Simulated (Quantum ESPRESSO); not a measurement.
# ScNb (P-6m2) in Quantum ESPRESSO: reference runs

Reference runs on ScNb: the cell as given and a disturbed copy.

Program: Quantum ESPRESSO 7.5. These are calculated values, not measurements. Logs are shortened: lines on timing, memory, paths and dates and some standing lists are left out, and cuts for length are marked.

**1. The structure**

The structure is hexagonal, space group P-6m2 (No. 187). Conventional cell: a = 3.066 Å, b = 3.066 Å, c = 5.072 Å, α = 90.00°, β = 90.00°, γ = 120.00°. Nb (site symmetry -6m2) is surrounded by 6 Nb at 3.07 Å and 6 Sc at 3.09 Å. Sc (site symmetry -6m2) is surrounded by 6 Sc at 3.07 Å and 6 Nb at 3.09 Å.

The cell comes from a database or a generator and needn't be the stable form of this composition.

**2. Single point, PBE**

The input, pw.in:

```
&CONTROL
  calculation = 'scf'
  prefix = 'pwscf'
  outdir = './tmp'
  pseudo_dir = './pseudo'
  tprnfor = .true.
  tstress = .true.
  disk_io = 'low'
/
&SYSTEM
  ibrav = 0
  celldm(1) = 8
  nat = 2
  ntyp = 2
  ecutwfc = 60
  ecutrho = 440
  nbnd = 19
  occupations = 'smearing'
  smearing = 'fd'
  degauss = 0.00367493
/
&ELECTRONS
  conv_thr = 4d-10
  electron_maxstep = 120
  mixing_beta = 0.5
/
ATOMIC_SPECIES
Nb    92.9064 Nb.pbe-spn-kjpaw_psl.0.3.0.UPF
Sc    44.9559 Sc_ONCV_PBE-1.0.oncvpsp.upf
CELL_PARAMETERS alat
  0.7241535297714   0.0000000000000   0.0000000000000
 -0.3620767648857   0.6271353530062   0.0000000000000
  0.0000000000000   0.0000000000000   1.1981321888713
ATOMIC_POSITIONS crystal
Nb     0.3333333333    0.6666666667    0.5000000000
Sc     0.0000000000    0.0000000000    0.0000000000
K_POINTS automatic
10 10 5 0 0 0
```

The input, pp_density.in:

```
&INPUTPP
  prefix = 'pwscf'
  outdir = './tmp'
  filplot = 'density.dat'
  plot_num = 0
/
&PLOT
  nfile = 1
  filepp(1) = 'density.dat'
  iflag = 3
  output_format = 6
  fileout = 'density.cube'
/
```

The input, pp_potential.in:

```
&INPUTPP
  prefix = 'pwscf'
  outdir = './tmp'
  filplot = 'potential.dat'
  plot_num = 11
/
&PLOT
  nfile = 1
  filepp(1) = 'potential.dat'
  iflag = 3
  output_format = 6
  fileout = 'potential.cube'
/
```

Potentials or basis: SSSP 1.3 efficiency PBE.

Command:

```sh
OMP_NUM_THREADS=1 pw.x -in pw.in > pw.out
OMP_NUM_THREADS=1 pp.x -in pp_density.in > pp_density.out
OMP_NUM_THREADS=1 pp.x -in pp_potential.in > pp_potential.out
```

pw.out:

```text
This program is part of the open-source Quantum ESPRESSO suite
     for quantum simulation of materials; please cite
         "P. Giannozzi et al., J. Phys.:Condens. Matter 21 395502 (2009);
         "P. Giannozzi et al., J. Phys.:Condens. Matter 29 465901 (2017);
         "P. Giannozzi et al., J. Chem. Phys. 152 154105 (2020);
     in publications or presentations arising from this work. More details at

     file Nb.pbe-spn-kjpaw_psl.0.3.0.UPF: wavefunction(s)  4S 4P renormalized
     Message from routine setup:
     using ibrav=0 with symmetry is DISCOURAGED, use correct ibrav instead

     G-vector sticks info
     --------------------
     sticks:   dense  smooth     PW     G-vecs:    dense   smooth      PW
     Sum        1027     559    163                43473    17561    2839

     Using Slab Decomposition

     bravais-lattice index     =            0
     lattice parameter (alat)  =       8.0000  a.u.
     unit-cell volume          =     278.5907 (a.u.)^3
     number of atoms/cell      =            2
     number of atomic types    =            2
     number of electrons       =        24.00
     number of Kohn-Sham states=           19
     kinetic-energy cutoff     =      60.0000  Ry
     charge density cutoff     =     440.0000  Ry
     scf convergence threshold =      4.0E-10
     mixing beta               =       0.5000
     number of iterations used =            8  plain     mixing
     Exchange-correlation= PBE
                           (   1   4   3   4   0   0   0)

     celldm(1)=   8.000000  celldm(2)=   0.000000  celldm(3)=   0.000000
     celldm(4)=   0.000000  celldm(5)=   0.000000  celldm(6)=   0.000000

     crystal axes: (cart. coord. in units of alat)
               a(1) = (   0.724154   0.000000   0.000000 )
               a(2) = (  -0.362077   0.627135   0.000000 )
               a(3) = (   0.000000   0.000000   1.198132 )

     reciprocal axes: (cart. coord. in units 2 pi/alat)
               b(1) = (  1.380923  0.797276 -0.000000 )
               b(2) = (  0.000000  1.594552  0.000000 )
               b(3) = (  0.000000 -0.000000  0.834632 )

     PseudoPot. # 1 for Nb read from file:
     Nb.pbe-spn-kjpaw_psl.0.3.0.UPF
     Pseudo is Projector augmented-wave + core cor, Zval = 13.0
     Generated using "atomic" code by A. Dal Corso  v.5.0.99 svn rev. 10869
     Shape of augmentation charge: PSQ
     Using radial grid of 1227 points,  6 beta functions with:
                l(1) =   0
                l(2) =   0
                l(3) =   1
                l(4) =   1
                l(5) =   2
                l(6) =   2
     Q(r) pseudized with 0 coefficients

     PseudoPot. # 2 for Sc read from file:
     Sc_ONCV_PBE-1.0.oncvpsp.upf
     Pseudo is Norm-conserving, Zval = 11.0
     Generated using ONCVPSP code by D. R. Hamann
     Using radial grid of 1662 points,  6 beta functions with:
                l(1) =   0
                l(2) =   0
                l(3) =   1
                l(4) =   1
                l(5) =   2
                l(6) =   2

     atomic species   valence    mass     pseudopotential
     Nb               13.00    92.90640     Nb( 1.00)
     Sc               11.00    44.95590     Sc( 1.00)

     12 Sym. Ops. (no inversion) found

   Cartesian axes

     site n.     atom                  positions (alat units)
         1        Nb     tau(   1) = (  -0.0000000   0.4180902   0.5990661  )
         2        Sc     tau(   2) = (   0.0000000   0.0000000   0.0000000  )

     number of k points=    42  Fermi-Dirac smearing, width (Ry)=  0.0037
                       cart. coord. in units 2pi/alat
        k(    1) = (   0.0000000   0.0000000   0.0000000), wk =   0.0040000
        k(    2) = (   0.0000000   0.0000000   0.1669265), wk =   0.0080000
        k(    3) = (   0.0000000   0.0000000   0.3338530), wk =   0.0080000
        k(    4) = (   0.0000000   0.1594552   0.0000000), wk =   0.0240000
        k(    5) = (   0.0000000   0.1594552   0.1669265), wk =   0.0480000
        k(    6) = (   0.0000000   0.1594552   0.3338530), wk =   0.0480000
[... 34 lines left out ...]
        k(   41) = (   0.4142768   0.7175484   0.1669265), wk =   0.0480000
        k(   42) = (   0.4142768   0.7175484   0.3338530), wk =   0.0480000

     Dense  grid:    43473 G-vectors     FFT dimensions: (  40,  40,  64)

     Smooth grid:    17561 G-vectors     FFT dimensions: (  30,  30,  48)

     Check: negative core charge=   -0.000001

     Initial potential from superposition of free atoms

     starting charge      23.9952, renormalised to      24.0000
     Starting wfcs are   20 randomized atomic wfcs

     Self-consistent Calculation

     iteration #  1     ecut=    60.00 Ry     beta= 0.50
     Davidson diagonalization with overlap
     ethr =  1.00E-02,  avg # of iterations =  2.8

     total energy              =    -425.73649065 Ry
     estimated scf accuracy    <       0.66214976 Ry

     iteration #  2     ecut=    60.00 Ry     beta= 0.50
     Davidson diagonalization with overlap
     ethr =  2.76E-03,  avg # of iterations =  4.0

     total energy              =    -425.85119393 Ry
     estimated scf accuracy    <       3.41767114 Ry

     iteration #  3     ecut=    60.00 Ry     beta= 0.50
     Davidson diagonalization with overlap
     ethr =  2.76E-03,  avg # of iterations =  2.1

     total energy              =    -426.12638359 Ry
     estimated scf accuracy    <       0.15034177 Ry

     iteration #  4     ecut=    60.00 Ry     beta= 0.50
     Davidson diagonalization with overlap
     ethr =  6.26E-04,  avg # of iterations =  1.2

     total energy              =    -426.09148892 Ry
     estimated scf accuracy    <       0.22622381 Ry

     iteration #  5     ecut=    60.00 Ry     beta= 0.50
     Davidson diagonalization with overlap
     ethr =  6.26E-04,  avg # of iterations =  2.0
[... 71 lines left out ...]
     total energy              =    -426.10382845 Ry
     estimated scf accuracy    <       0.00000001 Ry

     iteration # 16     ecut=    60.00 Ry     beta= 0.50
     Davidson diagonalization with overlap
     ethr =  4.49E-11,  avg # of iterations =  1.1

     total energy              =    -426.10382845 Ry
     estimated scf accuracy    <          4.0E-09 Ry

     iteration # 17     ecut=    60.00 Ry     beta= 0.50
     Davidson diagonalization with overlap
     ethr =  1.69E-11,  avg # of iterations =  1.3

     total energy              =    -426.10382845 Ry
     estimated scf accuracy    <          1.5E-09 Ry

     iteration # 18     ecut=    60.00 Ry     beta= 0.50
     Davidson diagonalization with overlap
     ethr =  6.42E-12,  avg # of iterations =  2.2

     End of self-consistent calculation

          k = 0.0000 0.0000 0.0000 (  2189 PWs)   bands (ev):

   -41.1002 -35.4582 -17.2614 -16.7428 -16.7428 -14.0630 -13.8250 -13.8250
     7.9574  10.7703  14.1978  14.1978  14.4087  14.6366  15.6735  15.6735
    15.8266  15.8266  17.7333

          k = 0.0000 0.0000 0.1669 (  2166 PWs)   bands (ev):

   -41.1000 -35.4586 -17.2485 -16.7426 -16.7426 -14.0825 -13.8253 -13.8253
     8.2576  10.6746  13.7382  14.1462  14.1462  14.6677  15.3606  15.3606
    16.2663  16.2663  17.7268

          k = 0.0000 0.0000 0.3339 (  2178 PWs)   bands (ev):

   -41.0999 -35.4593 -17.2271 -16.7423 -16.7423 -14.1144 -13.8258 -13.8258
     9.0352  10.1713  13.0431  14.0847  14.0847  14.4937  15.1059  15.1059
    16.8426  16.8426  17.5718

          k = 0.0000 0.1595 0.0000 (  2177 PWs)   bands (ev):

   -41.0915 -35.4501 -17.2483 -16.8116 -16.7588 -14.0592 -13.8797 -13.8370
     8.2404  11.0195  13.8287  13.9211  14.4604  14.8479  15.5162  15.6452
    15.6863  15.8698  17.8217

          k = 0.0000 0.1595 0.1669 (  2180 PWs)   bands (ev):

   -41.0914 -35.4505 -17.2367 -16.8118 -16.7585 -14.0765 -13.8793 -13.8374
     8.5322  10.9279  13.4649  13.8345  14.3972  14.5795  15.3283  15.4324
    16.1916  16.2321  17.7795
[... 39 lines left out ...]
   -41.0403 -35.4030 -17.2089 -17.1629 -16.8498 -14.1819 -14.0476 -13.9091
    10.6102  11.2094  12.5355  13.4439  13.9178  14.8142  15.3359  16.0105
    17.2241  17.2395  17.6126

          k = 0.0000 0.6378 0.0000 (  2206 PWs)   bands (ev):

   -41.0175 -35.3812 -17.3712 -17.1350 -16.8917 -14.3268 -14.0269 -13.9378
    10.7609  11.6960  11.7442  13.4066  14.5673  14.6257  14.9521  17.4939
    17.6938  17.9883  18.1350

          k = 0.0000 0.6378 0.1669 (  2186 PWs)   bands (ev):

   -41.0174 -35.3812 -17.3742 -17.1363 -16.8912 -14.3217 -14.0253 -13.9388
    10.7252  11.4137  12.2140  13.2351  14.7531  14.7632  15.0018  17.3278
    17.6255  17.7260  18.1442

          k = 0.0000 0.6378 0.3339 (  2184 PWs)   bands (ev):

   -41.0174 -35.3813 -17.3789 -17.1388 -16.8903 -14.3130 -14.0233 -13.9405
    10.8049  11.1153  12.5086  13.3134  14.7309  15.1304  15.2508  16.5969
    17.7170  17.7302  18.0831

          k = 0.0000-0.7973 0.0000 (  2208 PWs)   bands (ev):

   -41.0087 -35.3729 -17.4348 -17.1214 -16.9072 -14.3778 -14.0231 -13.9496
    10.8564  11.5650  11.8378  13.4486  14.4677  14.5210  15.1662  18.0294
    18.1473  18.3747  19.0466

          k = 0.0000-0.7973 0.1669 (  2196 PWs)   bands (ev):

   -41.0086 -35.3730 -17.4379 -17.1245 -16.9066 -14.3720 -14.0195 -13.9507
    10.7837  11.2906  12.4276  13.0223  14.6777  14.9543  15.1978  17.6072
    18.0781  18.3643  18.5922

          k = 0.0000-0.7973 0.3339 (  2178 PWs)   bands (ev):

   -41.0085 -35.3730 -17.4429 -17.1295 -16.9056 -14.3624 -14.0141 -13.9524
    10.7835  11.0498  12.5461  13.2180  15.0367  15.2034  15.5350  16.6926
    18.0993  18.1229  18.3422

          k = 0.1381 0.2392 0.0000 (  2175 PWs)   bands (ev):

   -41.0758 -35.4355 -17.2243 -16.9294 -16.7927 -14.0523 -13.9736 -13.8629
     8.7730  11.4572  13.2941  13.3507  14.9273  14.9994  15.1588  15.4418
    15.6347  16.2822  17.8897

          k = 0.1381 0.2392 0.1669 (  2177 PWs)   bands (ev):

   -41.0757 -35.4358 -17.2155 -16.9303 -16.7924 -14.0660 -13.9716 -13.8633
     9.0437  11.3765  12.9856  13.4101  14.5136  14.8862  15.1274  15.4156
    16.1673  16.4190  17.8062

          k = 0.1381 0.2392 0.3339 (  2186 PWs)   bands (ev):

   -41.0756 -35.4363 -17.2009 -16.9321 -16.7919 -14.0867 -13.9698 -13.8641
     9.7743  10.7897  12.8452  13.5124  13.8662  14.8172  14.9880  15.3792
    16.8130  17.0012  17.4816

          k = 0.1381 0.3986 0.0000 (  2179 PWs)   bands (ev):

   -41.0503 -35.4117 -17.1853 -17.1125 -16.8512 -14.1195 -14.0411 -13.9077
     9.7046  11.9693  12.5598  12.9405  14.6400  14.6703  15.3530  15.7866
    16.1260  17.0381  17.9560

          k = 0.1381 0.3986 0.1669 (  2182 PWs)   bands (ev):
[... 97 lines left out ...]
   -41.0015 -35.3663 -17.3606 -17.1212 -17.0619 -14.2996 -14.0715 -14.0061
    11.4558  11.8053  12.7522  13.3213  13.5821  14.1661  15.6876  16.2437
    17.6216  18.0219  19.7855

          k = 0.4143 0.7175 0.0000 (  2203 PWs)   bands (ev):

   -40.9988 -35.3638 -17.2867 -17.1562 -17.1067 -14.2558 -14.1491 -14.0183
    11.8817  12.2671  12.4160  12.6780  13.3515  14.7381  15.3038  17.1397
    17.6385  17.7274  19.9526

          k = 0.4143 0.7175 0.1669 (  2187 PWs)   bands (ev):

   -40.9988 -35.3638 -17.2887 -17.1572 -17.1110 -14.2523 -14.1479 -14.0124
    11.9020  12.3106  12.4488  12.7572  13.3340  14.4957  15.3191  17.0159
    17.2841  17.8887  20.1499

          k = 0.4143 0.7175 0.3339 (  2204 PWs)   bands (ev):

   -40.9988 -35.3637 -17.2921 -17.1585 -17.1181 -14.2473 -14.1451 -14.0030
    11.8835  12.3610  12.6338  12.9002  13.3055  14.1048  15.4860  16.0697
    17.5755  17.9607  20.4083

     the Fermi energy is    13.5888 ev

!    total energy              =    -426.10382845 Ry
     estimated scf accuracy    <          1.1E-10 Ry
     smearing contrib. (-TS)   =      -0.00130017 Ry
     internal energy E=F+TS    =    -426.10252828 Ry

     The total energy is F=E-TS. E is the sum of the following terms:
     one-electron contribution =     -50.88021349 Ry
     hartree contribution      =      34.91122912 Ry
     xc contribution           =     -40.77611800 Ry
     ewald contribution        =    -160.87146774 Ry
     one-center paw contrib.   =    -208.48595816 Ry

     convergence has been achieved in  18 iterations

     Forces acting on atoms (cartesian axes, Ry/au):

     atom    1 type  1   force =    -0.00000000   -0.00000000    0.00000000
     atom    2 type  2   force =    -0.00000000   -0.00000000    0.00000000

     Total force =     0.000000     Total SCF correction =     0.000000

     Computing stress (Cartesian axis) and pressure

          total   stress  (Ry/bohr**3)                   (kbar)     P=       -1.17
   0.00000456  -0.00000000   0.00000000            0.67       -0.00        0.00
  -0.00000000   0.00000456   0.00000000           -0.00        0.67        0.00
   0.00000000   0.00000000  -0.00003306            0.00        0.00       -4.86

=------------------------------------------------------------------------------=
   JOB DONE.
=------------------------------------------------------------------------------=
```

Wall time 43 s (1 thread of Arm Neoverse V2, shared host); peak memory 0.21 GiB.

What came out:

* Free energy: -5797.4379 eV
* Pressure: -0.1 GPa
* Band gap on the k mesh: none (metal or under the smearing width)

**3. Single point, PBE (atoms moved at random, drawn with an rms of 0.05 Å)**

The input, pw.in:

```
&CONTROL
  calculation = 'scf'
  prefix = 'pwscf'
  outdir = './tmp'
  pseudo_dir = './pseudo'
  tprnfor = .true.
  tstress = .true.
  disk_io = 'nowf'
/
&SYSTEM
  ibrav = 0
  nat = 2
  ntyp = 2
  ecutwfc = 60
  ecutrho = 440
  nbnd = 19
  occupations = 'smearing'
  smearing = 'fd'
  degauss = 0.00367493
/
&ELECTRONS
  conv_thr = 4d-10
  electron_maxstep = 120
  mixing_beta = 0.5
/
ATOMIC_SPECIES
Nb    92.9064 Nb.pbe-spn-kjpaw_psl.0.3.0.UPF
Sc    44.9559 Sc_ONCV_PBE-1.0.oncvpsp.upf
CELL_PARAMETERS angstrom
   3.0656443612    0.0000000000    0.0000000000
  -1.5328221806    2.6549258957    0.0000000000
   0.0000000000    0.0000000000    5.0721940000
ATOMIC_POSITIONS crystal
Nb     0.3385910000    0.6592000000    0.5003380000
Sc    -0.0061240000    0.0072370000    0.0001750000
K_POINTS automatic
10 10 5 0 0 0
```

Potentials or basis: SSSP 1.3 efficiency PBE.

Command:

```sh
OMP_NUM_THREADS=1 pw.x -in pw.in > pw.out
```

pw.out:

```text
This program is part of the open-source Quantum ESPRESSO suite
     for quantum simulation of materials; please cite
         "P. Giannozzi et al., J. Phys.:Condens. Matter 21 395502 (2009);
         "P. Giannozzi et al., J. Phys.:Condens. Matter 29 465901 (2017);
         "P. Giannozzi et al., J. Chem. Phys. 152 154105 (2020);
     in publications or presentations arising from this work. More details at

     file Nb.pbe-spn-kjpaw_psl.0.3.0.UPF: wavefunction(s)  4S 4P renormalized

     G-vector sticks info
     --------------------
     sticks:   dense  smooth     PW     G-vecs:    dense   smooth      PW
     Sum        1027     559    163                43473    17561    2839

     Using Slab Decomposition

     bravais-lattice index     =            0
     lattice parameter (alat)  =       5.7932  a.u.
     unit-cell volume          =     278.5907 (a.u.)^3
     number of atoms/cell      =            2
     number of atomic types    =            2
     number of electrons       =        24.00
     number of Kohn-Sham states=           19
     kinetic-energy cutoff     =      60.0000  Ry
     charge density cutoff     =     440.0000  Ry
     scf convergence threshold =      4.0E-10
     mixing beta               =       0.5000
     number of iterations used =            8  plain     mixing
     Exchange-correlation= PBE
                           (   1   4   3   4   0   0   0)

     celldm(1)=   5.793228  celldm(2)=   0.000000  celldm(3)=   0.000000
     celldm(4)=   0.000000  celldm(5)=   0.000000  celldm(6)=   0.000000

     crystal axes: (cart. coord. in units of alat)
               a(1) = (   1.000000   0.000000   0.000000 )
               a(2) = (  -0.500000   0.866025   0.000000 )
[... 43 lines left out ...]
         2        Sc     tau(   2) = (  -0.0097425   0.0062674   0.0002895  )

     number of k points=   252  Fermi-Dirac smearing, width (Ry)=  0.0037

     Number of k-points >= 100: set verbosity='high' to print them.

     Dense  grid:    43473 G-vectors     FFT dimensions: (  40,  40,  64)

     Smooth grid:    17561 G-vectors     FFT dimensions: (  30,  30,  48)

     Check: negative core charge=   -0.000001

     Initial potential from superposition of free atoms

     starting charge      23.9952, renormalised to      24.0000
     Starting wfcs are   20 randomized atomic wfcs

     Self-consistent Calculation

     iteration #  1     ecut=    60.00 Ry     beta= 0.50
     Davidson diagonalization with overlap
     ethr =  1.00E-02,  avg # of iterations =  2.8

     total energy              =    -425.73656277 Ry
     estimated scf accuracy    <       0.66167913 Ry
[... 85 lines left out ...]
     iteration # 14     ecut=    60.00 Ry     beta= 0.50
     Davidson diagonalization with overlap
     ethr =  4.24E-11,  avg # of iterations =  2.0

     End of self-consistent calculation

     Number of k-points >= 100: set verbosity='high' to print the bands.

     the Fermi energy is    13.5892 ev

!    total energy              =    -426.10372114 Ry
     estimated scf accuracy    <          8.7E-11 Ry
     smearing contrib. (-TS)   =      -0.00128858 Ry
     internal energy E=F+TS    =    -426.10243255 Ry

     The total energy is F=E-TS. E is the sum of the following terms:
     one-electron contribution =     -50.88949945 Ry
     hartree contribution      =      34.91640785 Ry
     xc contribution           =     -40.77649032 Ry
     ewald contribution        =    -160.86692560 Ry
     one-center paw contrib.   =    -208.48592503 Ry

     convergence has been achieved in  14 iterations

     Forces acting on atoms (cartesian axes, Ry/au):

     atom    1 type  1   force =    -0.00131750    0.00093383   -0.00010893
     atom    2 type  2   force =     0.00131750   -0.00093383    0.00010893

     Total force =     0.002289     Total SCF correction =     0.000005

     Computing stress (Cartesian axis) and pressure

          total   stress  (Ry/bohr**3)                   (kbar)     P=       -1.49
  -0.00001436   0.00002275   0.00000007           -2.11        3.35        0.01
   0.00002275   0.00001726  -0.00000005            3.35        2.54       -0.01
   0.00000007  -0.00000005  -0.00003329            0.01       -0.01       -4.90

=------------------------------------------------------------------------------=
   JOB DONE.
=------------------------------------------------------------------------------=
```

Wall time 2.8 min (1 thread of Arm Neoverse V2, shared host); peak memory 0.34 GiB.

What came out:

```
Free energy            : -5797.4365 eV
Pressure               : -0.1 GPa
Largest force          : 0.042 eV/Å
Band gap on the k mesh : none (metal or under the smearing width)
```

Forces in eV/Å, atoms in the order of the input:
```
Nb  -0.034  0.024 -0.003
Sc   0.034 -0.024  0.003
```

Stress tensor (GPa, compression positive):
```
-0.21  0.33  0.00
 0.33  0.25  0.00
 0.00  0.00 -0.49
```

Levels at points of the mesh, in eV from the Fermi level:
| k point | band 8 | band 9 | band 10 | band 11 | band 12 | band 13 | band 14 | band 15 | band 16 | band 17 |
| --- | --- | --- | --- | --- | --- | --- | --- | --- | --- | --- |
| (0.00, 0.00, 0.00) | -27.41 | -5.63 | -2.82 | 0.60 | 0.61 | 0.82 | 1.05 | 2.07 | 2.11 | 2.13 |
| (0.00, -0.50, 0.00) | -27.54 | -2.72 | -1.97 | -1.72 | -0.17 | 0.82 | 0.91 | 1.54 | 4.43 | 4.53 |
| (0.50, -0.50, 0.00) | -27.54 | -2.76 | -2.11 | -1.80 | -0.09 | 0.85 | 1.14 | 1.62 | 4.46 | 4.58 |
| (-0.50, 0.00, 0.00) | -27.54 | -2.72 | -1.98 | -1.73 | -0.16 | 0.84 | 0.91 | 1.55 | 4.43 | 4.53 |
